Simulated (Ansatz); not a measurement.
# AsFH: the cost of one run

Program: Ansatz 0.2.0, Gaussian basis. Level of theory: cc-pVTZ, core rule «outside noble gas», up to 15 orbitals frozen. These are calculated values, not measurements.

The runs, in order: UHF; CCSD(T) on ROHF; CCSD(T) on UHF; BCCD(T) on ROHF; CCSDT(Q) on ROHF; CCSDT(Q) on UHF.

7 further runs of the same task are left out: 2 for a known fault of the program, 5 set aside as unsound or not needed. Runs told in other sessions of the task aren't counted.

### Step 1. The system

The geometry is a PBE0/def2-TZVP stationary point (not a proven minimum) of the parent state, kept for this charge and spin. No spin-orbit coupling is included. The filled d shell of As may be among the frozen orbitals whatever the setting's name suggests.

3 atoms, charge 0, spin multiplicity 2.

Atoms are counted from 1 here; the program's logs count them from 0.

Bond lengths: F1–As2 1.800 Å, As2–H3 1.675 Å. Angles: F1–As2–H3 180.0°.

### Step 2. UHF

The input, in.yaml:

```yaml
crystal:
  periodic: [false, false, false]
  atoms:
    - {symbol: F, position_ang: [0.000000, 0.000000, 1.758700]}
    - {symbol: As, position_ang: [0.000000, 0.000000, -0.041600]}
    - {symbol: H, position_ang: [0.000000, 0.000000, -1.717100]}
basis:
  gaussian: {orbitals: cc-pVTZ}
magnetization: {spin_polarized: true, initial_magnetization: 1}
hamiltonian: {xc: hf}
output: {orbitals: {seedname: orbitals}}
```

On the command line:

```console
> ansatz run in.yaml --threads 1 --pin off --events-out ev --progress --plain --max-ram 4096MiB --backend cpu
```

**Question.** How long does this run take on 1 thread of AMD EPYC 7R13, shared host, and how much memory does it need?

About 5.5 s, with a peak of 0.25 GiB.
